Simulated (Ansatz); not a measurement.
# GaHCl2O (SMILES [OH][Ga]([Cl])[Cl]): B2PLYP/def2-SVP

What is the energy change on altering one bond length of GaHCl2O at B2PLYP/def2-SVP? 

The calculation is run with Ansatz 0.2.0.

79 further runs of the same task are left out: 79 set aside as unsound or not needed. Runs told in other sessions of the task aren't counted.

**1. Starting point**

The species is GaHCl2O (5 atoms), meant as a singlet with charge 0. As SMILES, `[OH][Ga]([Cl])[Cl]`. The coordinates come from a PBE0-D4/def2-TZVP relaxation.

Bond lengths: O1–Ga2 1.765 Å, Ga2–Cl3 2.109 Å, Ga2–Cl4 2.123 Å, O1–H5 0.961 Å. Angles: O1–Ga2–Cl3 118.8°, O1–Ga2–Cl4 120.6°, Cl3–Ga2–Cl4 120.6°, Ga2–O1–H5 112.9°.

**2. The energy at B2PLYP/def2-SVP**

File job.yaml:

```yaml
crystal:
  periodic: [false, false, false]
  atoms:
    - {symbol: O, position_ang: [0.254500, 1.354600, 0.245900]}
    - {symbol: Ga, position_ang: [0.118500, -0.394500, 0.056800]}
    - {symbol: Cl, position_ang: [1.500000, -1.634900, 1.057700]}
    - {symbol: Cl, position_ang: [-1.407900, -1.236300, -1.155800]}
    - {symbol: H, position_ang: [-0.415200, 1.837400, -0.246000]}
basis:
  gaussian:
    orbitals: def2-SVP
magnetization:
  spin_polarized: false
hamiltonian:
  xc: {name: B2PLYP}
correlation:
  frozen_orbitals: {Cl: 5, Ga: 9, H: 0, O: 1}
accuracy: high
output: {orbitals: {seedname: orbitals}}
```

On the command line:

```sh
$ ansatz run job.yaml --threads 1 --pin off --max-ram 3480MiB --events-out events.jsonl --progress --plain --runs-dir runs
```

Output:

```text
Warning: RAYON_NUM_THREADS=1 ignored (pool sized by the plan → 1); use --threads N
Functional definition: B2PLYP
  name "B2PLYP"
  parameter a = 0.53
  parameter c = 0.27
  exchange = (1 - a)*b88_x + a*exact_x
  correlation = (1 - c)*lyp_c + c*(mp2_os + mp2_ss)
1675 factors; integrals over basis functions are off by at most 6.0e-9 eV
mean field evaluation 1: about -79444.3396 eV, gradient 4.7e1 eV
mean field evaluation 2: about -79444.4822 eV, gradient 4.7e1 eV
mean field evaluation 4: about -79448.5847 eV, gradient 4.4e0 eV
mean field evaluation 8: about -79448.6435 eV, gradient 5.5e-1 eV
mean field evaluation 16: about -79448.6439 eV, gradient 5.8e-5 eV
mean field -79448.64393129 eV, -2919.6838122498 hartree, gradient 7.2e-8 eV, S^2 0.000000; 0 other end points of the search recorded, 0 dependent functions left out
20 core orbitals not correlated: weight in the atoms' cores, before any rotation towards them, 1.000 or more for the frozen orbitals, at most 0.000 for the correlated occupied ones
reference -79448.64395425 eV, -2919.6838130935 hartree; 17, 17 occupied and 50, 50 virtual orbitals, 1675 factors
second order -21.92897573 eV of doubles, -0.00000000 eV of singles
Total energy: -79454.56477769 eV, -2919.9013993419 hartree
```

Run time: 11 s. Hardware: 1 thread of Arm Neoverse V2, shared host; peak memory 0.3 GiB.

**3. The distorted shape, same level**

File job.yaml:

```yaml
basis:
  gaussian:
    orbitals: def2-SVP
crystal:
  periodic: [false, false, false]
  atoms:
    - {symbol: O, position_ang: [0.589329, 1.113215, 0.491835]}
    - {symbol: Ga, position_ang: [0.453329, -0.635885, 0.302735]}
    - {symbol: Cl, position_ang: [1.834829, -1.876285, 1.303635]}
    - {symbol: Cl, position_ang: [-1.073071, -1.477685, -0.909865]}
    - {symbol: H, position_ang: [-0.415200, 1.837400, -0.246000]}
hamiltonian:
  xc: {name: B2PLYP}
correlation:
  frozen_orbitals: {Cl: 5, Ga: 9, H: 0, O: 1}
accuracy: high
output:
  orbitals: {seedname: orbitals}
```

On the command line:

```sh
$ ansatz run job.yaml --threads 1 --pin off --max-ram 3480MiB --events-out events.jsonl --progress --plain --runs-dir runs
```

Output, cut to the lines that bear on the results:

```text
Warning: RAYON_NUM_THREADS=1 ignored (pool sized by the plan → 1); use --threads N
Functional definition: B2PLYP
  name "B2PLYP"
[...]
1680 factors; integrals over basis functions are off by at most 1.1e-8 eV
[...]
mean field -79446.05570982 eV, -2919.5886968653 hartree, gradient 8.7e-8 eV, S^2 0.000000; 0 other end points of the search recorded, 0 dependent functions left out
20 core orbitals not correlated: weight in the atoms' cores, before any rotation towards them, 1.000 or more for the frozen orbitals, at most 0.000 for the correlated occupied ones
reference -79446.05573360 eV, -2919.5886977389 hartree; 17, 17 occupied and 50, 50 virtual orbitals, 1680 factors
second order -22.89548244 eV of doubles, -0.00000000 eV of singles
Total energy: -79452.23751385 eV, -2919.8158739733 hartree
```

It took 10 s on 1 thread of Arm Neoverse V2, shared host; peak memory 0.3 GiB.

**4. What came out**

At B2PLYP/def2-SVP, 20 core orbitals frozen:

| quantity | value |
| --- | --- |
| first shape: total energy | -2919.90140 Eh |
| first shape: HOMO energy (SCF part's orbitals) | -10.43 eV |
| first shape: LUMO energy (SCF part's orbitals) | -0.09 eV |
| first shape: HOMO–LUMO gap (SCF part's orbitals) | 10.34 eV |
| distorted shape: total energy | -2919.81587 Eh |
| distorted shape: HOMO energy (SCF part's orbitals) | -10.35 eV |
| distorted shape: LUMO energy (SCF part's orbitals) | -1.03 eV |
| distorted shape: HOMO–LUMO gap (SCF part's orbitals) | 9.32 eV |
| energy change with the O1–H5 bond stretched from 0.961 to 1.442 Å | 2.327 eV |

What this shows: With the O1–H5 bond stretched from 0.961 to 1.442 Å the energy rises by 2.33 eV (225 kJ/mol). The first shape isn't relaxed at this level, so the change isn't measured from a minimum.
